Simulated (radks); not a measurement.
**Ce⁴⁺ in [Xe]: an all-electron calculation**

Wanted: eigenvalues, radial structure and energy terms of the cerium ion Ce4+.

Program: radks (a radial shooting solver on a logarithmic mesh, Libxc functionals) version 1. Level of theory: scalar-relativistic Kohn-Sham, SCAN, spin-unpolarised, spherical densities, finite nucleus. These are calculated values, not measurements, unless marked.

## (1) The system

- element: cerium (Z = 58)
- charge: +4
- electrons: 54
- configuration: [Xe]
- nuclear rms radius: 4.8771 fm

The outer shells:

Ce⁴⁺
```
[Kr] core
4d [↑↓][↑↓][↑↓][↑↓][↑↓]
5s [↑↓]
5p [↑↓][↑↓][↑↓]
```

## (2) The calculation

The run's settings:

```text
Z 58
configuration [Xe]
relativity scalar-relativistic
functional scan,scan
spin unpolarised
nucleus finite rms 4.8771 fm
c 137.035999084
```

Started as:

```sh
$ python run_ks.py task.json out
```

All runs below come from this command, one after another.

What does the calculation give?

**Answer**, as computed:

```
                        quantity                value
                    total energy   -8858.9360 hartree
exchange-correlation share of it               2.36 %
                            −T/E               1.0599
          highest occupied level       5p, -60.631 eV
    most extended occupied level  5p, <r> = 1.64 bohr
 radius at density 0.001 e/bohr³            3.29 bohr
    maxima of the radial density                    4
         ionisation energy, NIST  65.6 (semi-emp.) eV
```

What this shows: 5 principal shells are occupied and 4 maxima appear in the radial density; where shells overlap, one shows as a shoulder or not at all. Relativity lifts −T/E to 1.060. Minus the highest eigenvalue, 60.631 eV, is 92 % of the tabulated ionisation energy (65.6 eV). 
